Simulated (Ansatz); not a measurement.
# C₃H₆F₃N: up Jacob's ladder to CCSD(T)

An exercise on one series of results from a longer session: the logs are not shown, and one member is left open.

Computed with Ansatz 0.2.0, Gaussian basis. Level: functionals in def2-TZVPP, the program's frozen cores in correlated methods.

Plan: LDA (SPW92), PBE-D4, revPBE-D4, BLYP-D4, r2SCAN-D4, B97M-V, PBE0-D4, B3LYP-D4, r2SCANh-D4, r2SCAN0-D4, HSE06-D4, BHLYP-D4, CAM-B3LYP-D4, LC-ωPBE, ωB97X-V, ωB97M-V, B2PLYP, PBE-QIDH; CCSD(T)/def2-SVP; CCSD(T)/def2-TZVPP; MP2/def2-QZVPP; extrapolation to the limit; RPA on PBE.

### Structure used throughout

All runs share one geometry, relaxed beforehand with PBE0-D4 in a triple-zeta def2 set.

13 atoms, charge 0, spin multiplicity 1.

Atoms are counted from 1 here; the program's logs count them from 0.

Bond lengths: C1–N2 1.446 Å, C1–H8 1.093 Å, C1–H9 1.102 Å, C1–H10 1.091 Å, N2–C3 1.437 Å, N2–H11 1.012 Å, C3–C4 1.509 Å, C3–H12 1.094 Å, C3–H13 1.103 Å, C4–F5 1.333 Å, C4–F6 1.340 Å, C4–F7 1.344 Å. Angles: N2–C1–H8 109.5°, N2–C1–H9 114.0°, N2–C1–H10 109.4°, H8–C1–H9 107.7°, H8–C1–H10 107.6°, H9–C1–H10 108.3°, C1–N2–C3 112.9°, C1–N2–H11 110.4°, C3–N2–H11 109.9°, N2–C3–C4 111.1°, N2–C3–H12 109.5°, N2–C3–H13 114.8°, C4–C3–H12 106.9°, C4–C3–H13 106.8°, H12–C3–H13 107.3°, C3–C4–F5 112.9°, C3–C4–F6 110.4°, C3–C4–F7 111.3° and more.

The first run:

Input file in.yaml:

```yaml
crystal:
  periodic: [false, false, false]
  atoms:
    - {symbol: C, position_ang: [-0.101271, -1.918051, 0.033197]}
    - {symbol: N, position_ang: [0.078449, -0.583280, 0.560872]}
    - {symbol: C, position_ang: [-0.035984, 0.435989, -0.444949]}
    - {symbol: C, position_ang: [0.282085, 1.797344, 0.122962]}
    - {symbol: F, position_ang: [1.539701, 1.898668, 0.551592]}
    - {symbol: F, position_ang: [0.093879, 2.746938, -0.803986]}
    - {symbol: F, position_ang: [-0.518493, 2.091099, 1.162286]}
    - {symbol: H, position_ang: [0.710931, -2.149064, -0.661256]}
    - {symbol: H, position_ang: [-1.053073, -2.064724, -0.502934]}
    - {symbol: H, position_ang: [-0.052678, -2.640511, 0.849013]}
    - {symbol: H, position_ang: [-0.582505, -0.406919, 1.306446]}
    - {symbol: H, position_ang: [0.689231, 0.246410, -1.241224]}
    - {symbol: H, position_ang: [-1.029872, 0.511502, -0.917321]}
basis:
  gaussian: {orbitals: def2-TZVPP}
hamiltonian: {xc: lda}
output: {orbitals: {seedname: orbitals}}
```

Run with:

```console
ansatz run in.yaml --threads 2 --pin off --events-out ev --progress --plain --max-ram 20480MiB --backend cuda --devices 0, --max-vram 18GiB
```

Among the steps run: LDA; PBE-D4 (GGA); revPBE-D4 (GGA); BLYP-D4 (GGA); r2SCAN-D4 (meta-GGA); B97M-V (meta-GGA); PBE0-D4 (hybrid); B3LYP-D4 (hybrid); r2SCANh-D4 (hybrid); r2SCAN0-D4 (hybrid); HSE06-D4 (hybrid); BHLYP-D4 (hybrid); CAM-B3LYP-D4 (range-separated); LC-ωPBE (range-separated); ωB97X-V (range-separated); ωB97M-V (range-separated); B2PLYP (double hybrid); PBE-QIDH (double hybrid).

One table of the session follows, with a row left open; its other results are not shown here.

| functional | HOMO (eV) | LUMO (eV) | gap (eV) |
| --- | --- | --- | --- |
| LDA (SPW92) | -5.67 | -0.03 | 5.65 |
| PBE-D4 | ? | ? | ? |
| revPBE-D4 | -5.51 | 0.27 | 5.78 |
| BLYP-D4 | -5.48 | 0.15 | 5.63 |
| r2SCAN-D4 | -5.87 | 0.87 | 6.74 |
| B97M-V | -6.06 | 0.35 | 6.41 |
| PBE0-D4 | -7.05 | 0.99 | 8.04 |
| B3LYP-D4 | -6.83 | 0.64 | 7.47 |
| r2SCANh-D4 | -6.43 | 1.12 | 7.55 |
| r2SCAN0-D4 | -7.27 | 1.47 | 8.74 |
| HSE06-D4 | -6.64 | 0.62 | 7.26 |
| BHLYP-D4 | -8.50 | 1.58 | 10.08 |
| CAM-B3LYP-D4 | -8.51 | 1.74 | 10.25 |
| LC-ωPBE | -9.85 | 3.09 | 12.93 |
| ωB97X-V | -9.52 | 2.87 | 12.39 |
| ωB97M-V | -9.44 | 2.44 | 11.88 |

Estimate the missing values for PBE-D4.

**Answer.** HOMO (eV): -5.56; LUMO (eV): 0.17; gap (eV): 5.73. In the column «HOMO (eV)» it lies between LDA (SPW92) (-5.67) and revPBE-D4 (-5.51).
